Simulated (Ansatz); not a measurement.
# C19O: the cost of one run

Program: Ansatz 0.2.0. Level of theory: DFT PBE, plane waves, PAW, scalar-relativistic, no spin polarisation. These are calculated values, not measurements.

## (1) The starting structure

The cell holds 20 atoms (C19O): a = 7.398 Å, b = 7.398 Å, c = 12.000 Å, α = 90.00°, β = 90.00°, γ = 120.00°.

Its coordinates follow in the input file.

## (2) End point A

Input file input.yaml:

```yaml
crystal:
  lattice:
    - [7.398, 0.0, 0.0]
    - [-3.699, 6.406856, 0.0]
    - [0.0, 0.0, 12.0]
  atoms:
    - { symbol: C, position: [0.0, 0.0, 0.0833333] }
    - { symbol: C, position: [0.2222222, 0.1111111, 0.0833333] }
    - { symbol: C, position: [0.0, 0.3333333, 0.0833333] }
    - { symbol: C, position: [0.2222222, 0.4444444, 0.0833333] }
    - { symbol: C, position: [0.0, 0.6666667, 0.0833333] }
    - { symbol: C, position: [0.2222222, 0.7777778, 0.0833333] }
    - { symbol: C, position: [0.3333333, 0.0, 0.0833333] }
    - { symbol: C, position: [0.5555556, 0.1111111, 0.0833333] }
    - { symbol: C, position: [0.3333333, 0.3333333, 0.0833333] }
    - { symbol: C, position: [0.5555556, 0.4444444, 0.0833333] }
    - { symbol: C, position: [0.3333333, 0.6666667, 0.0833333] }
    - { symbol: C, position: [0.5555556, 0.7777778, 0.0833333] }
    - { symbol: C, position: [0.6666667, 0.0, 0.0833333] }
    - { symbol: C, position: [0.8888889, 0.1111111, 0.0833333] }
    - { symbol: C, position: [0.6666667, 0.3333333, 0.0833333] }
    - { symbol: C, position: [0.8888889, 0.4444444, 0.0833333] }
    - { symbol: C, position: [0.6666667, 0.6666667, 0.0833333] }
    - { symbol: C, position: [0.8888889, 0.7777778, 0.0833333] }
    - { symbol: C, position: [0.1084368, 0.5460902, 0.145] }
    - { symbol: O, position: [0.1084368, 0.5460902, 0.2416667] }
basis:
  ecutwfc: 420.0
kpoints:
  mp_grid: { grid: [2, 2, 1] }
hamiltonian:
  xc: pbe
scf:
  occupations: { method: gaussian, width: 0.02 }
  lower_state_search: "off"
relax:
  f_tol: 0.03
  max_steps: 60
  adjacent_minimum: "off"
```

Started as:

```bash
$ ansatz run input.yaml --threads 1 --pin off --max-ram 3072MiB --backend cpu --events-out ev --progress --plain --runs-dir out
```

**Question.** How long does this run take on 1 thread of Arm Neoverse V1, shared host, and how much memory does it need?

About 4 min, with a peak of 0.65 GiB.
